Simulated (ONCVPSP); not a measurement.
**Pseudopotential generation for cobalt: ONCV, PBE**

Task: generate the file, and judge it by its errors in other configurations, its logarithmic derivatives, its ghosts and its cutoff.

Method: ONCVPSP 4.0.1, PBE, fully relativistic.

## (1) The atom and the settings

The settings as typed:

```
element                 : cobalt (Co, Z = 27)
type                    : optimised norm-conserving Vanderbilt (ONCV)
frozen core             : [Ne] 3s2
valence charge          : 15
reference configuration : 3p6 3d7 4s2
partial waves           : 4s: rc 2.15 bohr, ncon 3, nbas 6, qcut 2.6 1/bohr, 2 projectors, debl 3.1 Ha; 3p: rc 0.95 bohr, ncon 4, nbas 7, qcut 11.6 1/bohr, 2 projectors, debl 3.6 Ha; 3d: rc 1.40 bohr, ncon 4, nbas 9, qcut 11.1 1/bohr, 2 projectors, debl 3.9 Ha
local potential         : polynomial inside 0.85 bohr (lpopt 5, dvloc0 0 Ha)
core correction         : Teter function, fcfact 2.75, rcfact 1.6
```

An earlier all-electron run gives the scale for the radii.

All-electron outer shells of the reference configuration (PBE, scalar-relativistic, ld1.x):

```
shell  level (eV)  outermost node (bohr)  outermost maximum (bohr)
   3s     -102.40                   0.31                      0.66
   3p      -65.64                   0.28                      0.68
   3d       -8.20                      –                      0.66
   4s       -5.47                   0.96                      2.32
   4p       -1.28                   1.05                      3.25
```

## (2) Generating the potential

Input file Co.dat:

```
# ATOM AND REFERENCE CONFIGURATION
# atsym  z   nc   nv     iexc    psfile
  Co 27.00    4    3        4      upf
#
#   n    l    f
    1    0    2.00
    2    0    2.00
    2    1    6.00
    3    0    2.00
    3    1    6.00
    3    2    7.00
    4    0    2.00
#
# PSEUDOPOTENTIAL AND OPTIMIZATION
# lmax
    2
#
#   l,   rc,      ep,       ncon, nbas, qcut
    0    2.15    0.00    3    6    2.60
    1    0.95    0.00    4    7   11.60
    2    1.40    0.00    4    9   11.10
#
# LOCAL POTENTIAL
# lloc, lpopt,  rc(5),   dvloc0
    4    5    0.85    0.00
#
# VANDERBILT-KLEINMAN-BYLANDER PROJECTORs
# l, nproj, debl
    0    2    3.10
    1    2    3.60
    2    2    3.90
#
# MODEL CORE CHARGE
# icmod, fcfact, rcfact
    3    2.75    1.60
#
# LOG DERIVATIVE ANALYSIS
# epsh1, epsh2, depsh
   -4.00    5.00    0.02
#
# OUTPUT GRID
# rlmax, drl
    6.00    0.01
#
# TEST CONFIGURATIONS
# ncnf
    4
# nvcnf
#   n    l    f
    3
    3    1    6.00
    3    2    7.00
    4    0    1.00
#
    3
    3    1    6.00
    3    2    7.00
    4    0    0.00
#
    3
    3    1    6.00
    3    2    6.00
    4    0    0.00
#
    4
    3    1    6.00
    3    2    7.00
    4    0    0.00
    4    1    2.00
#
```

Started as:

```console
oncvpspr.x < Co.dat > Co.out
```

Before running it: what results should come out? Wanted: cutoffs for 1 and 0.1 mHa per electron, occupied waves; bound ghosts; GHOST(+) flags; largest test error; largest phase difference near zero energy, channels read; rms error of d²Exc/dn², without and with the model core.

**Answer**, as computed:

| quantity | value |
| --- | --- |
| cutoffs for 1 and 0.1 mHa per electron, occupied waves | 49 Ha and 59 Ha |
| bound ghosts | s at -75.44 eV |
| GHOST(+) flags | none at low energy |
| largest test error (AE − PS) | +62 meV, for 3p6 3d6 4s0 |
| largest phase difference near zero energy, channels read | 0.000 rad |
| rms error of d²Exc/dn², without and with the model core | 8.67 and 6.89 mHa |

What this shows: It has a bound ghost (s), a state that the atom doesn't have, and that rules the file out. By total energies transferability is fair: the largest error is 62 meV on 61.7 eV, for 3p6 3d6 4s0. That test lies far up in energy; among those under 40 eV, nearer to bonding, the largest error is 19 meV. The potential is hard: the looser tolerance needs 49 Ha. At the looser tolerance the 3d wave is the slowest; 3p needs 35 Ha. Near zero energy the phases of the channels with partial waves that could be evaluated agree within 0.001 rad. All of this concerns the isolated atom, not yet a solid.
